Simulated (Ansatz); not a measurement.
# CH₃AlOTe, SMILES [TeH][Al]1[CH2][O]1: a geometry optimisation

Computed with Ansatz 0.2.0 through its Python package.

Run as a notebook:

```python
import warnings

import ansatz as az
from ase import Atoms
import numpy as np
```

```python
warnings.simplefilter("ignore", az.DeckWarning)

atoms = Atoms(["Te", "Al", "C", "O", "H", "H", "H"], positions=[
    (-2.809, 0.1647, -0.2207),
    (-0.339, -0.4517, -0.3357),
    (1.2307, -0.2254, 0.6968),
    (1.5181, -0.0113, -0.6713),
    (-2.7548, 0.8576, -1.8545),
    (1.7941, -1.1211, 1.0569),
    (1.4212, 0.7191, 1.2827),
])
molecule = az.Crystal.molecule_from_ase(atoms)

job = (
    molecule.calculation()
    .basis(gaussian="def2-SVP")
    .functional("pbe0")  # exchange and correlation
)
symbols = [site.symbol for site in molecule.cartesian_sites]
start = np.array([site.position_ang for site in molecule.cartesian_sites], dtype=float)
def progress(event):
    if event["event"] == "relax_step":
        row = event["data"]
        print(f"step {row['step']:3d}  E = {row['lagrangian_ev']:.6f} eV  max force {row['allowed_force_max_ev_ang']:.4f} eV/A")
```

```python
rep = job.relax(force_tolerance=0.005, max_steps=100).session().plan().execute(on_event=progress).report
end = np.array(rep["positions_ang"])
```

    step   1  E = -17011.111474 eV  max force 3.1132 eV/A
    step   2  E = -17011.643018 eV  max force 2.1304 eV/A
    step   3  E = -17011.995209 eV  max force 0.5450 eV/A
    step   4  E = -17012.064549 eV  max force 0.4004 eV/A
    step   5  E = -17012.080568 eV  max force 0.4413 eV/A
    step   6  E = -17012.089637 eV  max force 0.1685 eV/A
    step   7  E = -17012.091431 eV  max force 0.0559 eV/A
    step   8  E = -17012.091738 eV  max force 0.0300 eV/A
    step   9  E = -17012.091773 eV  max force 0.0125 eV/A
    step  10  E = -17012.091784 eV  max force 0.0052 eV/A
    step  11  E = -17012.091784 eV  max force 0.0049 eV/A

```python
for key in ("converged", "free_energy_ev", "reference_energy_ev", "n_frozen", "n_occupied", "n_virtual"):
    print(f"{key:22s} {rep[key]}")
```

    converged              True
    free_energy_ev         -17012.091810455375
    reference_energy_ev    -17012.091810455375
    n_frozen               0
    n_occupied             [27, 27]
    n_virtual              [60, 60]

```python
print("bond        before    after (A)")
for i, j in [(0, 1), (0, 4), (1, 2), (1, 3), (2, 3), (2, 5), (2, 6)]:
    d0, d1 = (np.linalg.norm(xyz[i] - xyz[j]) for xyz in (start, end))
    print(f"{symbols[i]}{i}-{symbols[j]}{j}".ljust(10), f"{d0:8.4f} {d1:8.4f}")
for i, j, k in [(1, 0, 4), (0, 1, 2), (0, 1, 3), (2, 1, 3), (1, 2, 3), (1, 2, 5), (1, 2, 6), (3, 2, 5)]:
    u, v = end[i] - end[j], end[k] - end[j]
    print(f"angle {symbols[i]}{i}-{symbols[j]}{j}-{symbols[k]}{k}: {np.degrees(np.arccos(np.clip(u @ v / np.linalg.norm(u) / np.linalg.norm(v), -1, 1))):.2f} deg")
```

    bond        before    after (A)
    Te0-Al1      2.5483   2.5055
    Te0-H4       1.7755   1.6670
    Al1-C2       1.8924   1.8997
    Al1-O3       1.9379   1.7286
    C2-O3        1.4143   1.4617
    C2-H5        1.1178   1.1014
    C2-H6        1.1277   1.1014
    angle Al1-Te0-H4: 89.18 deg
    angle Te0-Al1-C2: 174.67 deg
    angle Te0-Al1-O3: 138.11 deg
    angle C2-Al1-O3: 47.22 deg
    angle Al1-C2-O3: 60.23 deg
    angle Al1-C2-H5: 122.88 deg
    angle Al1-C2-H6: 122.87 deg
    angle O3-C2-H5: 113.98 deg

```python
charges = rep["charge_distribution"]
print("dipole moment", round(4.803205 * float(np.linalg.norm(charges["dipole_moment_e_ang"])), 3), "D")
print("Mulliken:", [(s, round(q, 3)) for s, q in zip(symbols, charges["mulliken_charges_e"])])
```

    dipole moment 2.366 D
    Mulliken: [('Te', -0.232), ('Al', 0.569), ('C', -0.037), ('O', -0.496), ('H', 0.059), ('H', 0.069), ('H', 0.069)]

Total energies depend on the basis set; only differences at equal settings carry meaning. The end point is the stationary point reached from this start; no frequency run checks that it is a minimum, and the basis set is modest. def2 sets replace the cores of elements past krypton by effective core potentials. Wall time of the script: 91 s on 1 thread of Arm Neoverse N1, with other jobs on the host, peak memory 0.26 GiB.

(Lines on the test bed's own set-up are left out of the output.)
